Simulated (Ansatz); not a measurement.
# AlIn2N3: equal strain of all cell vectors

An exercise on one series of results from a longer session: the logs are not shown, and one member is left open.

Method: DFT PBEsol, scalar-relativistic, plane waves, PAW, in Ansatz 0.2.0.

2 further runs of the same task are left out: 2 set aside as unsound or not needed.

### The system as given

Symmetry: Cmc2_1, No. 36, orthorhombic system. Conventional cell: a = 10.187 Å, b = 5.863 Å, c = 5.445 Å, α = 90.00°, β = 90.00°, γ = 90.00°. Around Al (site symmetry m) lie 4 N at 1.89 to 1.91 Å. In (site symmetry 1) is surrounded by 4 N at 2.15 to 2.17 Å. Around N (site symmetry 1) lie 1 Al at 1.89 Å and 3 In at 2.15 to 2.17 Å. N (site symmetry m) has 2 Al at 1.90 to 1.91 Å and 2 In at 2.16 Å in its first shell of neighbours.

Coordinates:

```cif
data_structure
_symmetry_space_group_name_H-M 'Cmc2_1'
_symmetry_Int_Tables_number 36
_cell_length_a 10.1870
_cell_length_b 5.8626
_cell_length_c 5.4450
_cell_angle_alpha 90.000
_cell_angle_beta 90.000
_cell_angle_gamma 90.000
_cell_volume 325.19
loop_
_atom_site_label
_atom_site_type_symbol
_atom_site_symmetry_multiplicity
_atom_site_Wyckoff_symbol
_atom_site_fract_x
_atom_site_fract_y
_atom_site_fract_z
_atom_site_occupancy
Al1 Al 4 a 0.00000 0.65929 0.48927 1
In1 In 8 b 0.66199 0.67354 0.48727 1
N1 N 8 b 0.65165 0.68112 0.88485 1
N2 N 4 a 0.00000 0.63284 0.83849 1
```

It goes back to an entry of the Materials Project, which need not be the stable form.

It is the result of an earlier relaxation at this level (volume 13.55 Å³/atom; gap on the mesh: 0.95 eV).

Set-up of the first run:

File input.yaml:

```yaml
crystal:
  lattice:
    - [5.0935041013, -2.9313073006, 0.0]
    - [5.0935041013, 2.9313073006, 0.0]
    - [0.0, 0.0, 5.4450163388]
  atoms:
    - { symbol: Al, position: [0.3407110228, 0.6592889772, 0.9892706515] }
    - { symbol: Al, position: [0.6592889772, 0.3407110228, 0.4892706515] }
    - { symbol: In, position: [0.9884507748, 0.3355278297, 0.9872690533] }
    - { symbol: In, position: [0.6644721703, 0.0115492252, 0.9872690533] }
    - { symbol: In, position: [0.0115492252, 0.6644721703, 0.4872690533] }
    - { symbol: In, position: [0.3355278297, 0.9884507748, 0.4872690533] }
    - { symbol: "N", position: [0.9705347955, 0.3327672719, 0.3848498718] }
    - { symbol: "N", position: [0.6672327281, 0.0294652045, 0.3848498718] }
    - { symbol: "N", position: [0.0294652045, 0.6672327281, 0.8848498718] }
    - { symbol: "N", position: [0.3327672719, 0.9705347955, 0.8848498718] }
    - { symbol: "N", position: [0.3671604714, 0.6328395286, 0.3384914983] }
    - { symbol: "N", position: [0.6328395286, 0.3671604714, 0.8384914983] }
basis:
  ecutwfc: 420
kpoints:
  mp_grid: { grid: [6, 6, 6] }
hamiltonian:
  xc: pbesol
scf:
  occupations: { method: gaussian, width: 0.02 }
output:
  forces: true
  stress: true
  eigenvalues: true
```

Launch:

```bash
ansatz run input.yaml --threads 2 --pin off --max-ram 5120MiB --backend cpu --events-out ev --progress --plain --runs-dir out
```

Among the steps run: The unstrained reference; Seeking the band edges; The cell strained by -1.5 %; Seeking the band edges at -1.5 %; Strain +1.5 %; Seeking the band edges at +1.5 %; The cell strained by -3.0 %; The gap over the whole zone at -3.0 %; At +3.0 %; Seeking the band edges at +3.0 %.

One table of the session follows, with a row left open; its other results are not shown here.

It belongs to the step «Energy, stress and gap against strain». Lengths are those of the vectors of the cell that was run; stresses in GPa:

| strain (%) | ΔE (meV/atom) | a (Å) | b (Å) | c (Å) |
| --- | --- | --- | --- | --- |
| -3.0 | 59.3 | 5.700 | 5.700 | 5.282 |
| -1.5 | 14.1 | 5.789 | 5.789 | 5.363 |
| +0.0 | 0.0 | 5.877 | 5.877 | 5.445 |
| +1.5 | ? | ? | ? | ? |
| +3.0 | 48.5 | 6.053 | 6.053 | 5.608 |

Q: Estimate the row for strain (%) = +1.5 from the others.

Worked estimate for «ΔE (meV/atom)». A straight line through the neighbours (0.0, 0.0) and (3.0, 48.5) gives 0.0 + (48.5 − 0.0) × (1.5 − 0.0) / (3.0 − 0.0) = 24.2; a parabola fitted to 3 rows on both sides gives 11.5.

As computed: ΔE (meV/atom): 12.7; a (Å): 5.965; b (Å): 5.965; c (Å): 5.527. In «ΔE (meV/atom)» the line misses by +11.5 and the parabola by -1.2.

ΔE is over the unstrained cell. Stress in GPa, positive in compression, on the Cartesian axes of the input.

Limits of these values: Warnings in the runs' records: stress scf threshold loose.
